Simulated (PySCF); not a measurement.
# A workflow on C2H3AlO (SMILES C1=[CH][AlH][O]1)

Wanted: a geometry optimisation (HF/ccECP-aug-cc-pVDZ), then the harmonic vibrations, then the energy (B97-3/6-311G), then quasiparticle energies (G0W0@MS2/cc-pVDZ) of C2H3AlO. 

The calculation is run with PySCF 2.14.0.

## (1) Starting point

C2H3AlO has 7 atoms, charge 0, and is taken as a singlet. SMILES: `C1=[CH][AlH][O]1`. The shape comes from a force field and isn't a relaxed structure. The run starts from this shape.

Bond lengths: C1–C2 1.329 Å, C2–Al3 1.816 Å, C1–O4 1.408 Å, Al3–O4 1.689 Å, C1–H5 1.147 Å, C2–H6 1.093 Å, Al3–H7 1.646 Å. Angles: C1–C2–Al3 92.2°, C2–C1–O4 99.6°, C2–Al3–O4 73.2°, C1–O4–Al3 94.9°, C1–C2–H6 135.3°, Al3–C2–H6 132.6°, C2–C1–H5 129.4°, O4–C1–H5 130.9°, C2–Al3–H7 144.3°, O4–Al3–H7 142.4°.

## (2) A geometry optimisation at HF/ccECP-aug-cc-pVDZ (density fitting with cc-pvdz-jkfit, core potential) (run 1)

Input file start.xyz:

```xyz
7
C2H3AlO
C     -0.879000     0.465900    -0.489200
C     -0.070800     0.537500     0.563100
Al     0.877200    -0.913100     0.020300
O     -0.290400    -0.620700    -1.164800
H     -1.761300     1.140100    -0.776100
H      0.023700     1.201700     1.425500
H      2.161800    -1.879500     0.375500
```

Input file job.py:

```python
from pyscf import gto
from pyscf.geomopt.geometric_solver import kernel as optimise

molecule = gto.M(
    atom='start.xyz',
    max_memory=1860,
    verbose=3,
    ecp={'C': 'ccecp', 'Al': 'ccecp', 'O': 'ccecp', 'H': 'ccecp'},
    basis='ccecp-aug-cc-pvdz',
)

myscf = molecule.RHF()
myscf = myscf.density_fit(auxbasis='cc-pvdz-jkfit')
converged, mol_eq = optimise(myscf, maxsteps=100, convergence_set='GAU_TIGHT')
print('converged:', converged)
print(mol_eq.tostring())

myscf.reset(mol_eq)
molecule = mol_eq
myscf.kernel()
etot = myscf.e_tot
print('Final energy', etot)
```

Launch:

```sh
$ OMP_NUM_THREADS=1 python job.py
```

The program printed:

```text
convergence_set           GAU_TIGHT
[... 80 lines left out ...]
WARN: Mole.unit (angstrom) is changed to Bohr
[... 26 lines left out ...]
converged SCF energy = -30.4302964132855
[... 74 lines left out ...]
converged SCF energy = -30.4406148571192
[... 74 lines left out ...]
converged SCF energy = -30.4407833748317
[... 74 lines left out ...]
converged SCF energy = -30.4407858020267
[... 74 lines left out ...]
converged SCF energy = -30.4407858253859
[... 63 lines left out ...]
Converged! =D
[... 1 line left out ...]
converged: True
C          -0.74211952        0.42009799       -0.41005664
C          -0.02862601        0.62573203        0.71037170
Al          0.92319121       -0.89006347        0.05676146
O          -0.32882871       -0.63408106       -1.16893750
H          -1.59301660        0.96758722       -0.79504110
H          -0.22030019        1.41080567        1.41768627
H           2.05089981       -1.96817839        0.14351580
converged SCF energy = -30.4407858291848
Final energy -30.440785829184797
```

Wall time 7.2 min (1 thread of AMD EPYC (Zen 3), shared host); peak memory 0.29 GiB.

Steps, from the record of the run:

```
step  energy from the first frame kept (eV)  largest force (eV/Å)
   0                                 0.0000                5.6427
   1                                -0.9767                1.5397
   2                                -1.2092                0.9219
   3                                -1.2491                0.4209
   4                                -1.2575                0.1880
   5                                -1.2608                0.1356
   6                                -1.2617                0.0939
   7                                -1.2621                0.0449
   8                                -1.2621                0.0124
   9                                -1.2621                0.0039
  10                                -1.2621                0.0015
  11                                -1.2621                0.0011
  12                                -1.2621                0.0015
  13                                -1.2621                0.0010
  14                                -1.2621                0.0007
  15                                -1.2621                0.0004
```

After the run. Bond lengths: C1–C2 1.344 Å, C2–Al3 1.905 Å, C1–O4 1.363 Å, Al3–O4 1.771 Å, C1–H5 1.083 Å, C2–H6 1.074 Å, Al3–H7 1.563 Å. Angles: C1–C2–Al3 81.8°, C2–C1–O4 114.9°, C2–Al3–O4 76.7°, C1–O4–Al3 86.6°, C1–C2–H6 124.5°, Al3–C2–H6 153.7°, C2–C1–H5 129.5°, O4–C1–H5 115.6°, C2–Al3–H7 152.9°, O4–Al3–H7 130.4°.

## (3) The harmonic vibrations at HF/ccECP-aug-cc-pVDZ (density fitting with cc-pvdz-jkfit, core potential) (run 2)

Input file mol.xyz:

```xyz
7
C2H3AlO
C     -0.893925     0.722636    -0.227389
C     -0.180431     0.928270     0.893040
Al     0.771386    -0.587525     0.239429
O     -0.480634    -0.331543    -0.986269
H     -1.744822     1.270125    -0.612373
H     -0.372105     1.713344     1.600354
H      1.899095    -1.665640     0.326184
```

Input file job.py:

```python
from pyscf import gto, scf, symm
from pyscf.hessian import thermo

mol = gto.M(
    atom='mol.xyz',
    basis='ccecp-aug-cc-pvdz',
    verbose=3,
    max_memory=1860,
    spin=0,
    ecp={'C': 'ccecp', 'Al': 'ccecp', 'O': 'ccecp', 'H': 'ccecp'},
)

mf = scf.RHF(mol)
mf = mf.density_fit(auxbasis='cc-pvdz-jkfit')
mf.kernel()

e_final = mf.e_tot
print('E = %.10f Eh' % e_final)
hess = mf.Hessian().kernel()
modes = thermo.harmonic_analysis(mol, hess)
thermo.dump_normal_mode(mol, modes)
symm.geom.TOLERANCE = 1e-3  # for the symmetry number
th = thermo.thermo(mf, modes['freq_au'], 200, 101325)
thermo.dump_thermo(mol, th)
```

Launch:

```sh
$ OMP_NUM_THREADS=1 python job.py
```

The program printed:

```text
converged SCF energy = -30.4407858291764
[... 85 lines left out ...]
Gibbs free energy [Eh] -30.41258
```

Run time: 3.6 min. Hardware: 1 thread of AMD EPYC (Zen 3), shared host; peak memory 0.94 GiB.

## (4) The energy at B97-3/6-311G (density fitting with cc-pvtz-jkfit) (run 3)

Input file input.xyz:

```xyz
7
C2H3AlO
C     -0.742120     0.420098    -0.410057
C     -0.028626     0.625732     0.710372
Al     0.923191    -0.890063     0.056761
O     -0.328829    -0.634081    -1.168937
H     -1.593017     0.967587    -0.795041
H     -0.220300     1.410806     1.417686
H      2.050900    -1.968178     0.143516
```

Input file job.py:

```python
from pyscf import gto, dft

mol = gto.Mole()
mol.atom = 'input.xyz'
mol.max_memory = 1860
mol.verbose = 3
mol.charge = 0
mol.basis = '6-311g'
mol.build()

calc0 = dft.RKS(mol)
calc0.xc = 'b97-3'
calc0 = calc0.density_fit(auxbasis='cc-pvtz-jkfit')
calc0.kernel()

e_tot = calc0.e_tot
print(f'total energy: {e_tot:.8f} hartree')
dip = calc0.dip_moment()
pop, q = calc0.mulliken_pop()
```

Launch:

```sh
$ OMP_NUM_THREADS=1 python job.py
```

The program printed:

```text
converged SCF energy = -395.548006756693
total energy: -395.54800676 hartree
Dipole moment(X, Y, Z, Debye):  1.23493, -0.15608,  1.32443
 ** Mulliken pop  **
pop of  0 C 1s            1.10448
pop of  0 C 2s            0.88562
pop of  0 C 3s            0.81753
pop of  0 C 4s            0.36208
pop of  0 C 2px           0.20749
pop of  0 C 2py           0.18408
pop of  0 C 2pz           0.21918
pop of  0 C 3px           0.53455
pop of  0 C 3py           0.47193
pop of  0 C 3pz           0.52072
pop of  0 C 4px           0.27022
pop of  0 C 4py           0.17763
pop of  0 C 4pz           0.17861
pop of  1 C 1s            1.10426
pop of  1 C 2s            0.88591
pop of  1 C 3s            0.75988
pop of  1 C 4s            0.69960
pop of  1 C 2px           0.20677
pop of  1 C 2py           0.20626
pop of  1 C 2pz           0.21806
pop of  1 C 3px           0.49669
pop of  1 C 3py           0.53202
pop of  1 C 3pz           0.51341
pop of  1 C 4px           0.42408
pop of  1 C 4py           0.47148
pop of  1 C 4pz           0.22405
pop of  2 Al 1s           0.79042
pop of  2 Al 2s           1.18135
pop of  2 Al 3s           0.97739
pop of  2 Al 4s           1.01327
pop of  2 Al 5s           0.78998
pop of  2 Al 6s           0.12832
pop of  2 Al 2px          0.70973
pop of  2 Al 2py          0.71056
pop of  2 Al 2pz          0.70778
pop of  2 Al 3px          1.26039
pop of  2 Al 3py          1.26013
pop of  2 Al 3pz          1.26229
pop of  2 Al 4px          0.21887
pop of  2 Al 4py          0.23228
pop of  2 Al 4pz          0.16835
pop of  2 Al 5px          0.15184
pop of  2 Al 5py          0.15757
pop of  2 Al 5pz          0.03377
pop of  2 Al 6px          0.01695
pop of  2 Al 6py          0.01730
pop of  2 Al 6pz          0.02450
pop of  3 O 1s            1.08505
pop of  3 O 2s            0.90860
pop of  3 O 3s            0.98455
pop of  3 O 4s            0.98820
pop of  3 O 2px           0.32841
pop of  3 O 2py           0.29604
pop of  3 O 2pz           0.33503
pop of  3 O 3px           0.69981
pop of  3 O 3py           0.64717
pop of  3 O 3pz           0.71219
pop of  3 O 4px           0.62418
pop of  3 O 4py           0.52624
pop of  3 O 4pz           0.60636
pop of  4 H 1s            0.28139
pop of  4 H 2s            0.44864
pop of  4 H 3s            0.06649
pop of  5 H 1s            0.27671
pop of  5 H 2s            0.45468
pop of  5 H 3s            0.10843
pop of  6 H 1s            0.23384
pop of  6 H 2s            0.63305
pop of  6 H 3s            0.26527
 ** Mulliken atomic charges  **
charge of    0C =      0.06587
charge of    1C =     -0.74248
charge of    2Al =      1.18695
charge of    3O =     -0.74185
charge of    4H =      0.20347
charge of    5H =      0.16018
charge of    6H =     -0.13216
```

It took 14 s on 1 thread of AMD EPYC (Zen 3), shared host; peak memory 0.31 GiB.

## (5) Quasiparticle energies at G0W0@MS2/cc-pVDZ (sfX2C) (run 4)

input.xyz, as its differences from that of step 4:

```diff
@@ -1,3 +1,3 @@
 7
-C2H3AlO
+
 C     -0.742120     0.420098    -0.410057
```

Input file calc.py:

```python
# C1=[CH][AlH][O]1
from pyscf import gto, dft, gw

mol = gto.M(
    atom='input.xyz',
    charge=0,
    max_memory=1860,
    basis='cc-pvdz',
    spin=0,
    verbose=3,
)

ks = dft.RKS(mol)
ks.xc = 'ms2'
ks = ks.sfx2c1e()
ks.kernel()

etot = ks.e_tot
print('Final energy', etot)

nocc = mol.nelec[0]
orbs = list(range(max(0, nocc - 3), min(mol.nao, nocc + 3)))
mygw = gw.GW(ks, freq_int='ac')
mygw.orbs = orbs
mygw.kernel()
print('orbital   mean field (eV)   quasiparticle (eV)')
for p in orbs:
    print('%4d %12.4f %12.4f' % (p + 1, ks.mo_energy[p] * 27.211386, mygw.mo_energy[p] * 27.211386))
```

Launch:

```sh
$ OMP_NUM_THREADS=1 python calc.py
```

The program printed:

```text
converged SCF energy = -396.190129884028
Final energy -396.19012988402835

WARN: GW QP energies may not be sorted from min to max

orbital   mean field (eV)   quasiparticle (eV)
  16      -7.4268     -10.2147
  17      -7.0572      -9.6414
  18      -5.1666      -7.8119
  19      -1.9017       0.7938
  20      -0.0852       2.3926
  21       0.0676       2.6955
```

It took 30 s on 1 thread of AMD EPYC (Zen 3), shared host; peak memory 0.41 GiB.

## (6) Results

| quantity | value |
| --- | --- |
| run 1, HF/ccECP-aug-cc-pVDZ: total energy at the end | -30.44079 Eh |
| run 1, HF/ccECP-aug-cc-pVDZ: dipole moment | 1.40 D |
| run 1, HF/ccECP-aug-cc-pVDZ: HOMO energy | -9.03 eV |
| run 1, HF/ccECP-aug-cc-pVDZ: LUMO energy | 1.25 eV |
| run 1, HF/ccECP-aug-cc-pVDZ: HOMO–LUMO gap | 10.28 eV |
| run 2, HF/ccECP-aug-cc-pVDZ: lowest harmonic wavenumber | 281 cm⁻¹ |
| run 2, HF/ccECP-aug-cc-pVDZ: highest harmonic wavenumber | 3428 cm⁻¹ |
| run 2, HF/ccECP-aug-cc-pVDZ: zero-point energy | 117.5 kJ/mol |
| run 2, HF/ccECP-aug-cc-pVDZ: ideal-gas entropy at 200 K (symmetry number 1 as used) | 61.0 cal/(mol K) |
| run 3, B97-3/6-311G: total energy | -395.54801 Eh |
| run 3, B97-3/6-311G: dipole moment | 1.82 D |
| run 3, B97-3/6-311G: HOMO energy | -6.44 eV |
| run 3, B97-3/6-311G: LUMO energy | -1.35 eV |
| run 3, B97-3/6-311G: HOMO–LUMO gap | 5.09 eV |
| run 4, G0W0@MS2/cc-pVDZ: ground-state or mean-field energy | -396.19013 Eh |
| run 4, G0W0@MS2/cc-pVDZ: dipole moment (MS2 Kohn–Sham density) | 1.08 D |
| run 4, G0W0@MS2/cc-pVDZ: HOMO energy (MS2 Kohn–Sham orbitals) | -5.17 eV |
| run 4, G0W0@MS2/cc-pVDZ: LUMO energy (MS2 Kohn–Sham orbitals) | -1.90 eV |
| run 4, G0W0@MS2/cc-pVDZ: HOMO–LUMO gap (MS2 Kohn–Sham orbitals) | 3.26 eV |
| run 4, G0W0@MS2/cc-pVDZ: quasiparticle HOMO | -7.81 eV |
| run 4, G0W0@MS2/cc-pVDZ: quasiparticle LUMO | 0.79 eV |

**Reading.** The optimisation (run 1, HF/ccECP-aug-cc-pVDZ) took 15 steps and changed the energy by -1.262 eV. Mulliken charges (run 1, HF/ccECP-aug-cc-pVDZ) run from -0.87 on H6 to +1.24 on C2; in a basis this large or diffuse they mean little. All 15 modes (run 2, HF/ccECP-aug-cc-pVDZ) are real, so the shape is a minimum at this level. Mulliken charges (run 2, HF/ccECP-aug-cc-pVDZ) run from -0.87 on H6 to +1.24 on C2; in a basis this large or diffuse they mean little. Mulliken charges (run 3, B97-3/6-311G) run from -0.74 on C2 to +1.19 on Al3; they depend strongly on the basis.
